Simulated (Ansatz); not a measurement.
# TaW4: the cost of one run

Method: DFT PBE, scalar-relativistic, plane waves, PAW, in Ansatz 0.2.0.

2 further runs of the same task are left out: 1 that didn't finish, 1 set aside as unsound or not needed.

**1. The structure to begin with**

The structure is trigonal, space group R-3m (No. 166). Conventional cell: a = 4.533 Å, b = 4.533 Å, c = 13.880 Å, α = 90.00°, β = 90.00°, γ = 120.00°. Around Ta (site symmetry -3m) lie 14 W at 2.78 to 3.19 Å. W (site symmetry 3m) is surrounded by 5 W at 2.74 to 2.77 Å and 3 Ta at 2.78 Å. Around W (site symmetry 3m) lie 7 W at 2.76 to 2.79 Å and 1 Ta at 2.80 Å.

Structure file:

```
Ta W
1.0
     2.26646    1.30854    4.62674
    -2.26646    1.30854    4.62674
     0.00000   -2.61708    4.62674
Ta W
1 4
Direct
  0.50000 0.50000 0.50000
  0.90112 0.90112 0.90112
  0.09888 0.09888 0.09888
  0.29828 0.29828 0.29828
  0.70172 0.70172 0.70172
```

It is the end of an earlier relaxation with the same method, from a generated guess; it needn't be the stable form of this composition. At a tolerance of 0.05 Å it has space group R-3m (No. 166); it has 16.47 Å³/atom, an uncorrected energy of -0.08 eV/atom over the elements.

**2. Static run: bands, density of states and charges**

Input file input.yaml:

```yaml
crystal:
  lattice:
    - [2.2664609338, 1.3085418302, 4.6267435728]
    - [-2.2664609338, 1.3085418302, 4.6267435728]
    - [0.0, -2.6170836604, 4.6267435728]
  atoms:
    - { symbol: Ta, position: [0.5, 0.5, 0.5] }
    - { symbol: W, position: [0.9011205577, 0.9011205577, 0.9011205577] }
    - { symbol: W, position: [0.0988794423, 0.0988794423, 0.0988794423] }
    - { symbol: W, position: [0.2982769969, 0.2982769969, 0.2982769969] }
    - { symbol: W, position: [0.7017230031, 0.7017230031, 0.7017230031] }
basis:
  ecutwfc: 420
kpoints:
  mp_grid: { grid: [12, 12, 12] }
  band_path:
    path:
      - [[0.0, 0.0, 0.0], [0.5, 0.5, 0.5], [0.78000806, 0.21999194, 0.5]]
      - [[0.5, -0.21999194, 0.21999194], [0.5, 0.0, 0.0], [0.0, 0.0, 0.0], [0.35999597, -0.35999597, 0.0]]
      - [[0.64000403, 0.0, 0.35999597], [0.5, 0.0, 0.5], [0.0, 0.0, 0.0]]
    npoints: 14
hamiltonian:
  xc: pbe
scf:
  occupations: { method: gaussian, width: 0.1 }
  n_extra_bands: 12
output:
  forces: true
  stress: true
  eigenvalues: true
  populations: true
  dos: { projected: true, de: 0.02, nscf_kmesh: { grid: [15, 15, 15] } }
  bader: true
  write_density: true
  write_potential: true
  elf: true
  volumetric_format: npy
```

On the command line:

```console
ansatz run input.yaml --threads 1 --pin off --max-ram 2560MiB --backend cpu --events-out ev --progress --plain --runs-dir out
```

**Question.** How long does this run take on 1 thread of Intel Xeon Platinum 8259CL at 2.50GHz (Skylake/Cascade Lake), shared host, and how much memory does it need?

About 2.9 min, with a peak of 1.1 GiB.
